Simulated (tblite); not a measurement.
## CaO: one setting at a time in tblite

Simulated with tblite 0.8.0. This is a test of settings. The cell began as a measured structure and was relaxed with r2SCAN in plane waves (Ansatz 0.2.0). All runs are without spin polarisation.

The symmetry is Fm-3m (No. 225, cubic); conventional cell a = 4.795 Å, 13.78 Å³ an atom. Ca is surrounded by 6 O at 2.40 Å; O is surrounded by 6 Ca at 2.40 Å.

The base run uses GFN2-xTB on a cluster of 64 atoms.

```python
import json
from ase import Atoms
from ase.build import make_supercell
from ase.units import Bohr, GPa, Hartree
from tblite.interface import Calculator

atoms = Atoms(['Ca', 'O'],
              cell=[[0.0, 2.39754739, 2.39754739], [2.39754739, 0.0, 2.39754739], [2.39754739, 2.39754739, 0.0]],
              scaled_positions=[[0.0, 0.0, 0.0], [0.5, 0.5, 0.5]],
              pbc=True)
cluster = make_supercell(atoms, [[-2, 2, 2], [2, -2, 2], [2, 2, -2]])
calc = Calculator('GFN2-xTB', cluster.numbers, cluster.positions / Bohr, lattice=cluster.cell[:] / Bohr, periodic=cluster.pbc)
calc.set('temperature', 0.02 / Hartree)
calc.set('max-iter', 150)
res = calc.singlepoint()
levels = res.get('orbital-energies') * Hartree
nv = round(res.get('orbital-occupations').sum() / 2)
cells = len(cluster) // len(atoms)
out = {'energy_per_cell': res.get('energy') * Hartree / cells, 'homo': levels[nv - 1], 'lumo': levels[nv],
       'stress': (-res.get('virial') * Hartree / cluster.get_volume() / GPa).tolist(), 'charges': res.get('charges')[:len(atoms)].tolist(), 'electrons': 2 * nv / cells}
json.dump(out, open('results.json', 'w'))
for key, value in out.items():
    print(key, value)
```

Command: `python run.py`. It took 13 s on 1 thread of Arm Neoverse N1, with other jobs on the host, peak memory 0.12 GiB.

It converged with a gap of 0.12 eV and a pressure of -22.83 GPa (positive in compression). xTB was fitted to molecules, so gaps, charges and pressures of solids can be far off.

Each further run moved one setting: mixer-damping (damping of the charge mixer); accuracy (scale of the thresholds); method (Hamiltonian); charge (charge of the whole cluster); cluster (size of the cluster in conventional cells). Changes are from the base run, which isn't itself converged in every setting; energies of another Hamiltonian, functional, basis or charge aren't compared, and those at a high electronic temperature are mostly its entropy term.

```tsv
setting	how it ended	gap change (eV)	energy change (meV/atom)	pressure change (GPa)	time (s)
mixer-damping = 0.7	converged	0.00	0.0	0.00	13
accuracy = 10.0	converged	0.00	0.0	0.00	12
method = IPEA1-xTB	converged	1.23	–	6.55	10
charge = -2.0 (poor on purpose)	converged	–	–	–	13
cluster = 1x1x1 (poor on purpose)	converged	-0.12	3391.8	34.25	2.8
```

mixer-damping = 0.7 changes nothing that matters here. accuracy = 10.0 changes nothing that matters here.
